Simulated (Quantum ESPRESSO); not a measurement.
Set up this calculation in Quantum ESPRESSO 7.5, as the native input.

| Quantity | Value |
| --- | --- |
| Task | band structure |
| Functional | PBEsol |
| Potentials or basis | GBRV 1.5 PBEsol |
| Cutoff | 612 eV |
| Density cutoff | 4898 eV |
| k mesh | 7 × 7 × 7 |
| Occupations | fermi-dirac, width 0.05 eV |
| Spin | no spin polarisation |
| Mixing beta | 0.5 |
| Most SCF iterations | 120 |
| SCF threshold | 8e-10 Ry |

The system is Sb.

```xyz
4
Lattice="-4.0300 4.0300 2.0255 4.0300 -4.0300 2.0255 4.0300 4.0300 -2.0255" Properties=species:S:1:pos:R:3 pbc="T T T"
Sb    1.2192    5.2492    0.0000
Sb    2.8108    1.2192    0.0000
Sb    2.8108   -1.2192    2.0255
Sb    1.2192    2.8108    2.0255
```

This isn't the form of Sb at room conditions, which is rhombohedral.

These files were run (other wordings do the same):

pw.in

```
&CONTROL
  calculation = 'scf'
  prefix = 'pwscf'
  outdir = './tmp'
  pseudo_dir = './pseudo'
  tprnfor = .true.
  tstress = .true.
  disk_io = 'low'
/
&SYSTEM
  ibrav = 0
  celldm(1) = 8
  nat = 4
  ntyp = 1
  ecutwfc = 45
  ecutrho = 360
  nbnd = 40
  occupations = 'smearing'
  smearing = 'fd'
  degauss = 0.00367493
/
&ELECTRONS
  conv_thr = 8d-10
  electron_maxstep = 120
  mixing_beta = 0.5
/
ATOMIC_SPECIES
Sb   121.7600 sb_pbesol_v1.4.uspp.F.UPF
CELL_PARAMETERS alat
 -0.9519520496317   0.9519520496317   0.4784518924066
  0.9519520496317  -0.9519520496317   0.4784518924066
  0.9519520496317   0.9519520496317  -0.4784518924066
ATOMIC_POSITIONS crystal
Sb     0.6512630600    0.1512630600    0.8025261200
Sb     0.1512630600    0.3487369400    0.5000000000
Sb     0.3487369400    0.8487369400    0.1974738800
Sb     0.8487369400    0.6512630600    0.5000000000
K_POINTS automatic
7 7 7 0 0 0
```

bands.in

```
&CONTROL
  calculation = 'bands'
  prefix = 'pwscf'
  outdir = './tmp'
  pseudo_dir = './pseudo'
  disk_io = 'low'
  verbosity = 'high'
/
&SYSTEM
  ibrav = 0
  celldm(1) = 8
  nat = 4
  ntyp = 1
  ecutwfc = 45
  ecutrho = 360
  nbnd = 40
  occupations = 'smearing'
  smearing = 'fd'
  degauss = 0.00367493
/
&ELECTRONS
  conv_thr = 1d-08
  electron_maxstep = 120
  mixing_beta = 0.5
  diago_full_acc = .true.
  startingwfc = 'random'
/
ATOMIC_SPECIES
Sb   121.7600 sb_pbesol_v1.4.uspp.F.UPF
CELL_PARAMETERS alat
 -0.9519520496317   0.9519520496317   0.4784518924066
  0.9519520496317  -0.9519520496317   0.4784518924066
  0.9519520496317   0.9519520496317  -0.4784518924066
ATOMIC_POSITIONS crystal
Sb     0.6512630600    0.1512630600    0.8025261200
Sb     0.1512630600    0.3487369400    0.5000000000
Sb     0.3487369400    0.8487369400    0.1974738800
Sb     0.8487369400    0.6512630600    0.5000000000
K_POINTS crystal
60
 0.0000000000  0.0000000000  0.0000000000 1
 0.0000000000  0.0000000000  0.1000000000 1
 0.0000000000  0.0000000000  0.2000000000 1
 0.0000000000  0.0000000000  0.3000000000 1
 0.0000000000  0.0000000000  0.4000000000 1
 0.0000000000  0.0000000000  0.5000000000 1
-0.1000000000  0.1000000000  0.5000000000 1
-0.2000000000  0.2000000000  0.5000000000 1
-0.3000000000  0.3000000000  0.5000000000 1
-0.4000000000  0.4000000000  0.5000000000 1
-0.5000000000  0.5000000000  0.5000000000 1
-0.4375000000  0.4375000000  0.4375000000 1
-0.3750000000  0.3750000000  0.3750000000 1
-0.3125000000  0.3125000000  0.3125000000 1
-0.2500000000  0.2500000000  0.2500000000 1
-0.1875000000  0.1875000000  0.1875000000 1
-0.1250000000  0.1250000000  0.1250000000 1
-0.0625000000  0.0625000000  0.0625000000 1
 0.0000000000  0.0000000000  0.0000000000 1
 0.0313151899  0.0313151899 -0.0313151899 1
 0.0626303798  0.0626303798 -0.0626303798 1
 0.0939455697  0.0939455697 -0.0939455697 1
 0.1252607597  0.1252607597 -0.1252607597 1
 0.1565759496  0.1565759496 -0.1565759496 1
 0.1878911395  0.1878911395 -0.1878911395 1
 0.2192063294  0.2192063294 -0.2192063294 1
 0.2505215193  0.2505215193 -0.2505215193 1
 0.2818367092  0.2818367092 -0.2818367092 1
 0.3131518991  0.3131518991 -0.3131518991 1
 0.3026265826  0.3026265826 -0.2192932493 1
 0.2921012661  0.2921012661 -0.1254345994 1
 0.2815759496  0.2815759496 -0.0315759496 1
 0.2710506330  0.2710506330  0.0622827003 1
 0.2605253165  0.2605253165  0.1561413501 1
 0.2500000000  0.2500000000  0.2500000000 1
 0.1875000000  0.3125000000  0.1875000000 1
 0.1250000000  0.3750000000  0.1250000000 1
 0.0625000000  0.4375000000  0.0625000000 1
 0.0000000000  0.5000000000  0.0000000000 1
-0.0782879748  0.5467120252  0.0782879748 1
-0.1565759496  0.5934240504  0.1565759496 1
-0.2348639244  0.6401360756  0.2348639244 1
-0.3131518991  0.6868481009  0.3131518991 1
-0.3398444850  0.6601555150  0.3398444850 1
-0.3665370708  0.6334629292  0.3665370708 1
-0.3932296567  0.6067703433  0.3932296567 1
-0.4199222425  0.5800777575  0.4199222425 1
-0.4466148283  0.5533851717  0.4466148283 1
-0.4733074142  0.5266925858  0.4733074142 1
-0.5000000000  0.5000000000  0.5000000000 1
 0.0000000000  0.0000000000  0.5000000000 1
 0.0277777778  0.0277777778  0.4722222222 1
 0.0555555556  0.0555555556  0.4444444444 1
 0.0833333333  0.0833333333  0.4166666667 1
 0.1111111111  0.1111111111  0.3888888889 1
 0.1388888889  0.1388888889  0.3611111111 1
 0.1666666667  0.1666666667  0.3333333333 1
 0.1944444444  0.1944444444  0.3055555556 1
 0.2222222222  0.2222222222  0.2777777778 1
 0.2500000000  0.2500000000  0.2500000000 1
```

Potentials or basis: GBRV 1.5 PBEsol.

Run with:

```sh
$ OMP_NUM_THREADS=1 mpirun -n 2 pw.x -nk 2 -in pw.in > pw.out
$ OMP_NUM_THREADS=1 mpirun -n 2 pw.x -nk 2 -in bands.in > bands.out
```

Results of the run:

The pressure is -0.9 GPa and the largest force is 0.039 eV/Å. The band gap on the k mesh is none (metal or under the smearing width).

Caveat: spin-orbit coupling is left out, which moves the levels of the heavy elements.

Run time: 3.6 min on 2 MPI ranks on Arm Neoverse V1, on a shared host, peak memory 0.6 GiB a rank.
